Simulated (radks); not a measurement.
# Ga in [Ar] 3d9.5 4s2 4p1 4d0.5: an all-electron calculation

The task here is to estimate one member of a computed series from the others.

Program: radks (a radial shooting solver on a logarithmic mesh, Libxc functionals) version 1. Level of theory: scalar-relativistic Kohn-Sham, B86b exchange with PBE correlation, spin-polarised, spherical densities, point nucleus; open shells are filled with parallel spins first. These are calculated values, not measurements, unless marked.

### The system

- element: gallium (Z = 31)
- charge: 0
- electrons: 31
- configuration: [Ar] 3d9.5 4s2 4p1 4d0.5

Set-up of the first run:

Settings of this run:

```text
Z 31
configuration [Ar] 3d9.5 4s2 4p1 4d0.5
relativity scalar-relativistic
functional b86_mgc,pbe
spin polarised
nucleus point
c 137.035999084
```

One of the session's tables, all rows but one given; the rest of the session is left out.

It belongs to the step «Radial structure». Sizes of the orbitals, from the radial functions (bohr):

```
  level      <r>  outermost maximum (interpolated)  90 % within  nodes
  1s up  0.04860                            0.0318       0.0868      0
1s down  0.04860                            0.0318       0.0868      0
  2s up   0.2178                             0.182        0.337      1
2s down   0.2178                             0.182        0.337      1
  2p up   0.1907                             0.146        0.312      0
2p down   0.1907                             0.146        0.312      0
  3s up   0.6496                             0.564        0.972      2
3s down   0.6499                             0.564        0.972      2
  3p up        ?                                 ?            ?      ?
3p down   0.6759                             0.566         1.04      1
  3d up   0.7860                             0.530         1.34      0
3d down   0.7859                             0.530         1.34      0
  4s up    2.202                              1.83         3.32      3
4s down    2.196                              1.82         3.32      3
  4p up    2.892                              2.30         4.48      2
4p down    2.917                              2.30         4.54      2
  4d up    13.10                              12.6         19.6      1
```

**Question.** Estimate the row for 3p up.

As computed: <r>: 0.6755; outermost maximum (interpolated): 0.566; 90 % within: 1.04; nodes: 1. In the column «<r>» it lies between 3s down (0.6499) and 3p down (0.6759).
